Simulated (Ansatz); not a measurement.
# C2H6BFOS: a ladder of functionals and wavefunction methods

An exercise on one series of results from a longer session: the logs are not shown, and one member is left open.

Computed with Ansatz 0.2.0, Gaussian basis. Level: functionals in def2-TZVPP, the program's frozen cores in correlated methods.

The runs, in order: PBE-D4, r2SCAN-D4, PBE0-D4, B3LYP-D4, ωB97X-V, ωB97M-V, B2PLYP; CCSD(T)/def2-TZVPP; MP2/def2-QZVPP; extrapolation to the limit.

### The relaxed structure

The geometry comes from an earlier relaxation with PBE0-D4 in a triple-zeta def2 set; it is a stationary point, not always the lowest conformer.

12 atoms, charge 0, spin multiplicity 1.

Atoms are counted from 1 here; the program's logs count them from 0.

Bond lengths: C1–S2 1.809 Å, C1–H7 1.089 Å, C1–H8 1.089 Å, C1–H9 1.089 Å, S2–B3 1.811 Å, B3–O4 1.353 Å, B3–C5 1.579 Å, O4–H10 0.961 Å, C5–F6 1.383 Å, C5–H11 1.098 Å, C5–H12 1.098 Å. Angles: S2–C1–H7 111.3°, S2–C1–H8 106.7°, S2–C1–H9 111.3°, H7–C1–H8 108.7°, H7–C1–H9 110.1°, H8–C1–H9 108.7°, C1–S2–B3 104.2°, S2–B3–O4 119.8°, S2–B3–C5 121.6°, O4–B3–C5 118.7°, B3–O4–H10 114.8°, B3–C5–F6 112.7°, B3–C5–H11 110.9°, B3–C5–H12 110.8°, F6–C5–H11 108.0°, F6–C5–H12 107.9°, H11–C5–H12 106.3°.

Set-up of the first run:

File in.yaml:

```yaml
crystal:
  periodic: [false, false, false]
  atoms:
    - {symbol: C, position_ang: [-0.620978, -1.263013, 1.304967]}
    - {symbol: S, position_ang: [0.946950, -0.363348, 1.247941]}
    - {symbol: B, position_ang: [0.832111, 0.633500, -0.259830]}
    - {symbol: O, position_ang: [1.858020, 1.443466, -0.609212]}
    - {symbol: C, position_ang: [-0.443887, 0.583604, -1.188571]}
    - {symbol: F, position_ang: [-0.339701, 1.419796, -2.285756]}
    - {symbol: H, position_ang: [-0.738105, -1.908483, 0.435501]}
    - {symbol: H, position_ang: [-0.592362, -1.883494, 2.199500]}
    - {symbol: H, position_ang: [-1.465893, -0.579783, 1.380215]}
    - {symbol: H, position_ang: [2.604964, 1.430075, -0.004922]}
    - {symbol: H, position_ang: [-1.345104, 0.868811, -0.630103]}
    - {symbol: H, position_ang: [-0.619016, -0.436232, -1.555828]}
basis:
  gaussian: {orbitals: def2-TZVPP}
hamiltonian: {xc: pbe, dispersion: d4}
output: {forces: true, orbitals: {seedname: orbitals}}
```

The run is started by

```console
ansatz run in.yaml --threads 4 --pin off --events-out ev --progress --plain --max-ram 10444MiB
```

Steps of the session up to this table: PBE-D4 (GGA); r2SCAN-D4 (meta-GGA); PBE0-D4 (hybrid); B3LYP-D4 (hybrid); ωB97X-V (range-separated); ωB97M-V (range-separated); B2PLYP (double hybrid); CCSD(T) in def2-TZVPP; MP2 in def2-QZVPP.

One of the session's tables, all rows but one given; the rest of the session is left out.

| method | atomisation energy (kJ/mol) |
| --- | --- |
| PBE-D4 | 4817.3 |
| r2SCAN-D4 | 4723.7 |
| PBE0-D4 | ? |
| B3LYP-D4 | 4688.1 |
| ωB97X-V | 4703.2 |
| ωB97M-V | 4716.3 |
| B2PLYP | 4642.7 |
| HF/def2-TZVPP | 3429.5 |
| MP2/def2-TZVPP | 4673.5 |
| CCSD/def2-TZVPP | 4491.2 |
| CCSD(T)/def2-TZVPP | 4565.3 |
| MP2/CBS | 4793.2 |
| CCSD(T)/CBS | 4685.0 |

Estimate the missing values for PBE0-D4.

**Answer.** atomisation energy (kJ/mol): 4717.9. In the column «atomisation energy (kJ/mol)» it lies between ωB97M-V (4716.3) and r2SCAN-D4 (4723.7).
